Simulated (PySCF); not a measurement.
# Br6Ti ([TiBr6]3-): the cost of one run

Programs: PySCF 2.14.0, with routines of our own; each step states its level. All values are computed. Atoms count from 0.

## 1. The system as given

7 atoms, charge -3, states of the metal's open shell are computed; geometry from: model geometry, bond lengths from ionic radii.

## 2. Ligand-field states: state-averaged CASSCF in water

Job settings and geometry (Å):

```
{"job": {"kind": "lf", "basis": {"metal": "x2c-TZVPall", "ligand": "x2c-SVPall"}, "nevpt": true, "solvent": "water"}, "charge": -3, "metal": "Ti", "open_shell": "d1"}
Ti     0.000000     0.000000     0.000000
Br     1.788980    -1.032868     1.460697
Br     0.000000     2.065736     1.460697
Br    -1.788980    -1.032868     1.460697
Br     1.788980     1.032868    -1.460697
Br    -1.788980     1.032868    -1.460697
Br    -0.000000    -2.065736    -1.460697
```

With the program's defaults for keys left out, this is: state-averaged CASSCF of the metal d shell, SC-NEVPT2 on the averaged canonical orbitals, state-interaction spin-orbit coupling.

Command:

```console
$ OMP_NUM_THREADS=1 python lf_run.py task.json out
```

One launch serves the whole session: the jobs run in the order shown.

Q: Estimate the wall time and peak memory of this first job on 1 thread of Arm Neoverse V1, shared host.

About 1.7 min, with a peak of 0.83 GiB.
